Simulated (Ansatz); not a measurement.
## CH3CuS, SMILES C[S][Cu]: an active-space calculation

Computed with the Python package of Ansatz (0.2.0).

`ch3cus.xyz`
```text
6

C    -0.41360    0.38750   -0.36750
S     0.30620   -1.08980    0.24070
Cu    1.93200   -1.60750    1.62080
H    -1.20700    0.18180   -1.08410
H     0.29950    1.03620   -0.92660
H    -0.87500    1.02780    0.47050
```

`cas_ch3cus.py`
```python
# -*- coding: utf-8 -*-
"""Active-space calculation on CH3CuS."""

import warnings

import ansatz as az

warnings.simplefilter("ignore", az.DeckWarning)

mol = az.Crystal.molecule_from_extxyz("ch3cus.xyz")

calculation = mol.calculation()
calculation = calculation.basis(gaussian="def2-SVP").correlation(active_electrons=2, active_orbitals=3)
for method in ["sc_nevpt2"]:
    report = (calculation if method is None else calculation.correlation(method)).run().report
    space = report["configurations"]
    state = space["states"][0]
    print(method or "casscf", f"total {report['free_energy_ev'] / 27.211386246:.6f} Ha, active-space state {state['energy']['hartree']:.6f} Ha, mean field {report['reference_energy_ev'] / 27.211386246:.6f} Ha")
    print("  determinants", state["n_determinants"], " natural occupations", [round(n, 3) for n in space["natural_occupations"]])
```

```console
$ python cas_ch3cus.py
sc_nevpt2 total -2076.328468 Ha, active-space state -2075.699698 Ha, mean field -2075.682147 Ha
  determinants 9  natural occupations [1.978, 0.019, 0.003]
```

Total energies depend on the basis set; only differences at equal settings carry meaning. The geometry is a force-field or estimated start, not a minimum of this method, and the basis set is short of its limit. The active space starts as a window about the frontier orbitals and is then optimised, not chosen by chemistry. Timing: 7.5 s on 1 thread of Arm Neoverse V2, on a shared host, peak memory 0.25 GiB.
